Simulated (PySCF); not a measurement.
# [Gd(SH)4]−: other functionals and bases at one geometry

How far do other levels of theory move the description of [Gd(SH)4]−, and what does each cost? The species was built from a template and needn't be a known compound.

Method: several levels, as the steps say, no spin–orbit coupling; program: PySCF 2.14.0.

1 further run of the same task is left out (for a known fault of the program).

## 1. Where the work starts

9 atoms, charge -1, spin multiplicity 1.

Bond lengths: Gd1–S2 2.678 Å, Gd1–S4 2.678 Å, Gd1–S6 2.678 Å, Gd1–S8 2.678 Å, S2–H3 1.355 Å, S4–H5 1.355 Å, S6–H7 1.355 Å, S8–H9 1.355 Å. Angles: S2–Gd1–S4 107.7°, S2–Gd1–S6 110.4°, S2–Gd1–S8 110.3°, S4–Gd1–S6 110.3°, S4–Gd1–S8 110.4°, S6–Gd1–S8 107.7°, Gd1–S2–H3 89.0°, Gd1–S4–H5 89.0°, Gd1–S6–H7 89.1°, Gd1–S8–H9 89.1°.

As a file:

```tsv
atom	x (Å)	y (Å)	z (Å)
Gd1	0.00000	0.00000	0.00122
S2	1.46423	1.59157	1.58012
H3	1.82783	0.50322	2.30115
S4	-1.46423	-1.59157	1.58012
H5	-1.82783	-0.50322	2.30115
S6	1.58960	-1.46659	-1.57771
H7	0.50184	-1.83261	-2.29849
S8	-1.58960	1.46659	-1.57771
H9	-0.50184	1.83261	-2.29849
```

Formal oxidation states: Gd +3. Each metal's 7 4f electrons lie in its core potential, so multiplicities, spins and levels count the valence alone. An earlier session relaxed this geometry at PBE0, Gd lcecp-1-SVP with ECP53, S def2-SVP, H def2-SVP (singlet, point group S4).

At PBE0 on the finer grid: E = -1630.315931 Eh, HOMO -3.08 eV, LUMO 2.93 eV, Mulliken charge on Gd1 +0.59 e, largest force component 0.006 eV/Å. 

Levels to run: B3LYP; PBE. Hardware: 2 threads of Arm Neoverse V1, shared host.

## 2. B3LYP

run.py (the lines that set the calculation) reads:

```python
mol = gto.M(atom='''
Gd     0.00000     0.00000     0.00122
S      1.46423     1.59157     1.58012
H      1.82783     0.50322     2.30115
S     -1.46423    -1.59157     1.58012
H     -1.82783    -0.50322     2.30115
S      1.58960    -1.46659    -1.57771
H      0.50184    -1.83261    -2.29849
S     -1.58960     1.46659    -1.57771
H     -0.50184     1.83261    -2.29849''',
    basis={'Gd': 'lcecp-1-SVP', 'S': 'def2-SVP', 'H': 'def2-SVP'},
    ecp={'Gd': 'lcecp-1-SVP'},
    charge=-1, spin=0)
mf = dft.RKS(mol, xc='B3LYP')
mf.grids.atom_grid = (75, 302)  # f atoms: unpruned, at least (60, 302)
mf = mf.density_fit()  # fitting sets: Gd AutoAux, S def2-universal-JKFIT, H def2-universal-JKFIT
mf.conv_tol = 1e-08; mf.max_cycle = 55
mf.kernel(dm0)  # dm0: the density of the relaxed state
```

Run with:

```bash
> OMP_NUM_THREADS=2 python run.py
```

## 3. PBE

Edit run.py (the lines that set the calculation) of step 2 so:

```diff
@@ -13,3 +13,3 @@
     charge=-1, spin=0)
-mf = dft.RKS(mol, xc='B3LYP')
+mf = dft.RKS(mol, xc='PBE')
 mf.grids.atom_grid = (75, 302)  # f atoms: unpruned, at least (60, 302)
```

Before running it: what results should come out? Wanted: for each run, HOMO; gap; charge on Gd1; dipole; largest force.

As calculated:

| level | state | HOMO (eV) | gap (eV) | charge on Gd1 (e) | dipole (D) | largest force (eV/Å) | basis functions | time |
| --- | --- | --- | --- | --- | --- | --- | --- | --- |
| PBE0 (relaxed here) | singlet | -3.08 | 6.02 | 0.59 | 0.00 | 0.01 | 125 | 34 s |
| B3LYP | singlet | -2.75 | 5.49 | 0.50 | 0.00 | 0.15 | 125 | 11 s |
| PBE | singlet | -1.84 | 4.18 | 0.39 | 0.00 | 0.28 | 125 | 11 s |

Times are on 2 threads of Arm Neoverse V1, shared host; the first row also made further properties. The dipole of a charged species depends on the origin, so these sizes hold for this origin alone.

In one basis the HOMO–LUMO gap runs from 4.18 eV (PBE) to 6.02 eV (PBE0). The largest leftover force, 0.28 eV/Å with PBE, stands at a geometry relaxed at another level. The Mulliken charge on Gd spans +0.39 to +0.59 e over the levels. With 4f in the core, its levels are missing from HOMO and gap. Total energies of different levels can't be compared. Spin–orbit coupling is left out throughout.
